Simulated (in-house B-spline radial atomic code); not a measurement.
# Tm³⁺: ionisation energy by several methods

One table from this session's results is given with a row withheld; the runs are named, their logs left out.

The numbers are computed with in-house B-spline radial atomic code version 1 (non-relativistic, several functionals, spin-polarised, exact exchange averaged over the configuration; spherical all-electron atom at the radial basis limit), except any that are marked as measured or tabulated.

### What is computed

```
element       : thulium (Z = 69)
charge        : +3
electrons     : 66
configuration : [Xe] 4f12
nucleus       : point
```

Outer shells as boxes (Hund's rule):

[Xe] 4f12
```
[Xe] core
4f [↑↓][↑↓][↑↓][↑↓][↑↓][↑ ][↑ ]
```

Where spins are not typed, each open shell is filled with up spins first.

Set-up of the first run:

Settings of the run:

```ini
Z = 69
electrons = 66.0
configuration = [Xe] 4f12
hamiltonian = nr
method = bhandhlyp
spin_polarised = True
exact_exchange = averaged over the configuration
```

On the command line:

```
$ python run_scf.py task.json out
```

The settings of every run stand in task.json; they run in order.

Among the steps run: BHandHLYP, a global hybrid; ωB97X, a range-separated hybrid; r2SCAN0, a global hybrid; LC-ωPBE, a range-separated hybrid; M06-2X, a global hybrid.

One of the session's tables, all rows but one given; the rest of the session is left out.

```
   method  ΔSCF (eV)
BHandHLYP     48.462
  r2SCAN0     49.196
   M06-2X     48.812
    ωB97X          ?
  LC-ωPBE     49.902
```

**Question.** Estimate the row for ωB97X.

As computed: ΔSCF (eV): 49.396. In the column «ΔSCF (eV)» it lies between r2SCAN0 (49.196) and LC-ωPBE (49.902).

To keep in mind: These runs leave out relativity, which matters at this nuclear charge.
